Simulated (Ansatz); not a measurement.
**TiCl+ (triplet): from Hartree-Fock to the top rungs, def2-QZVPP**

An exercise on one series of results from a longer session: the logs are not shown, and one member is left open.

Method: def2-QZVPP, core rule «outside noble gas», up to 14 orbitals frozen; program: Ansatz 0.2.0, Gaussian basis.

To be run: UHF; ROHF; CCSD(T) on UHF.

2 further runs of the same task are left out: 2 set aside as unsound or not needed.

## What is computed

The geometry is a PBE0/def2-TZVP stationary point (not a proven minimum) of the parent state, kept for this charge and spin.

2 atoms, charge 1, spin multiplicity 3.

Atoms are counted from 1 here; the program's logs count them from 0.

Bond lengths: Ti1–Cl2 2.208 Å.

Coordinates:

```xyz
2

Ti    0.00000    0.00000    0.00000
Cl    0.00000    0.00000    2.20842
```

The first run:

Contents of in.yaml:

```yaml
crystal:
  periodic: [false, false, false]
  atoms:
    - {symbol: Ti, position_ang: [0.000000, 0.000000, 0.000000]}
    - {symbol: Cl, position_ang: [0.000000, 0.000000, 2.208423]}
basis:
  gaussian: {orbitals: "def2-QZVPP.json"}
total_charge: 1
magnetization: {spin_polarized: true, initial_magnetization: 2}
hamiltonian: {xc: hf}
output: {orbitals: {seedname: orbitals}}
```

Run with:

```
> ansatz run in.yaml --threads 1 --pin off --events-out ev --progress --plain --max-ram 4096MiB --backend cpu
```

Steps of the session up to this table: UHF; ROHF; CCSD(T) on UHF.

One table of the session follows, with a row left open; its other results are not shown here.

```
  method  from UCCSD(T) (meV)
    ROHF              +7644.1
     UHF              +7493.1
    UMP2               +869.1
   UCCSD                    ?
UCCSD(T)                    0
```

**Question.** Estimate the row for UCCSD.

As computed: from UCCSD(T) (meV): +356.3. In the column «from UCCSD(T) (meV)» it lies between UCCSD(T) (0) and UMP2 (+869.1).
